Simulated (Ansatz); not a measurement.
# La2AlF: the cost of one run

Program: Ansatz 0.2.0. Level of theory: DFT PBE, scalar-relativistic, plane waves, PAW. These are calculated values, not measurements.

1 further run of the same task is left out (it didn't finish).

### 1 The system as given

Symmetry: P-3m1, No. 164, trigonal system. The conventional cell has a = 4.008 Å, b = 4.008 Å, c = 6.122 Å, α = 90.00°, β = 90.00°, γ = 120.00°. Around La (site symmetry 3m) lie 3 Al at 2.77 Å and 3 F at 2.78 Å. Al (site symmetry -3m) has 6 La at 2.77 Å and 2 F at 3.06 Å as nearest neighbours. Around F (site symmetry -3m) lie 6 La at 2.78 Å and 2 Al at 3.06 Å.

Structure file:

```
CELL_PARAMETERS angstrom
4.00775 0.00000 0.00000
-2.00387 3.47081 0.00000
0.00000 0.00000 6.12240
ATOMIC_POSITIONS crystal
La 0.33333 0.66667 0.75165
La 0.66667 0.33333 0.24835
Al 0.00000 0.00000 0.00000
F 0.00000 0.00000 0.50000
```

The cell is invented: random cell by space group and Wyckoff sites (P-3m1, No. 164). The dimensions are guesses.

### 2 A first look at the guess

The input, input.yaml:

```yaml
crystal:
  lattice:
    - [4.00774697, 0.0, 0.0]
    - [-2.00387349, 3.47081069, 0.0]
    - [0.0, 0.0, 6.12240303]
  atoms:
    - { symbol: La, position: [0.33333333, 0.66666667, 0.75164573] }
    - { symbol: La, position: [0.66666667, 0.33333333, 0.24835427] }
    - { symbol: Al, position: [0.0, 0.0, 0.0] }
    - { symbol: F, position: [0.0, 0.0, 0.5] }
basis:
  ecutwfc: 420
kpoints:
  mp_grid: { grid: [6, 6, 4] }
hamiltonian:
  xc: pbe
scf:
  occupations: { method: gaussian, width: 0.1 }
  lower_state_search: "off"
output:
  forces: true
  stress: true
  eigenvalues: true
```

Launch:

```console
$ ansatz run input.yaml --threads 1 --pin off --max-ram 2560MiB --backend cpu --events-out ev --progress --plain --runs-dir out
```

**Question.** How long does this run take on 1 thread of Intel Xeon at 2.70GHz, shared host, and how much memory does it need?

About 3.8 s, with a peak of 0.38 GiB.
